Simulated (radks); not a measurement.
# Nuclear size and the levels of Br⁺

Aim: how the total energy, the levels and the density at the nucleus of Br⁺ respond when the nuclear radius is scaled.

Method: Dirac Kohn-Sham, relativistic LDA (MacDonald-Vosko exchange, VWN5 correlation), spin-unpolarised, spherical densities, finite nucleus; open shells fill j = l - 1/2 first. Code: radks (a radial shooting solver on a logarithmic mesh, Libxc functionals) version 1.

**1. Starting point**

| Quantity | Value |
| --- | --- |
| element | bromine (Z = 35) |
| charge | +1 |
| electrons | 34 |
| configuration | [Ar] 3d10 4s2 4p4 |
| nuclear rms radius | 4.1629 fm |

**2. rms radius 4.1629 fm**

The run's settings:

```text
Z 35
configuration [Ar] 3d10 4s2 4p4 5s0 4d0
relativity Dirac
functional lda_x_rel,vwn5
spin unpolarised
j_filling energy
nucleus finite rms 4.1629 fm
c 137.035999084
```

**3. rms radius 3.7091 fm**

Input: that of step 2 with these lines changed.

```diff
@@ -6,3 +6,3 @@
 j_filling energy
-nucleus finite rms 4.1629 fm
+nucleus finite rms 3.7091 fm
 c 137.035999084
```

**4. rms radius 3.9881 fm**

Input: that of step 3 with these lines changed.

```diff
@@ -6,3 +6,3 @@
 j_filling energy
-nucleus finite rms 3.7091 fm
+nucleus finite rms 3.9881 fm
 c 137.035999084
```

**5. rms radius 4.4252 fm**

Input: that of step 4 with these lines changed.

```diff
@@ -6,3 +6,3 @@
 j_filling energy
-nucleus finite rms 3.9881 fm
+nucleus finite rms 4.4252 fm
 c 137.035999084
```

**6. rms radius 5.0371 fm**

Input: that of step 5 with these lines changed.

```diff
@@ -6,3 +6,3 @@
 j_filling energy
-nucleus finite rms 4.4252 fm
+nucleus finite rms 5.0371 fm
 c 137.035999084
```

Before running it: what results should come out? Wanted: for each run, rms radius; total energy shift; density at nucleus; 1s1/2 shift; 2s1/2 shift; 3s1/2 shift; 3p1/2 shift; 4s1/2 shift.

**Answer**, as computed:

```
rms radius (fm)  total energy shift (eV)  density at nucleus (e/bohr³)  1s1/2 shift (meV)  2s1/2 shift (meV)  3s1/2 shift (meV)  3p1/2 shift (meV)  4s1/2 shift (meV)
         3.7091                   -0.111                     4.431e+04              -46.7              -4.69             -0.733             0.0728            -0.0792
         3.9881                  -0.0440                     4.407e+04              -18.6              -1.87             -0.292             0.0290            -0.0315
         4.1629                        0                     4.393e+04                  0                  0                  0                  0                  0
         4.4252                   0.0692                     4.372e+04               29.3               2.94              0.459            -0.0456             0.0496
         5.0371                    0.246                      4.33e+04                104               10.4               1.63             -0.162              0.176
```

In words: Shifts are against the first run. Over the range the 1s1/2 level moves by 0.151 eV and the 4s1/2 level by 0.255 meV. A larger nucleus binds the 1s electrons less and lowers the density at its centre. These are shifts of eigenvalues, not the field shifts of spectral lines.
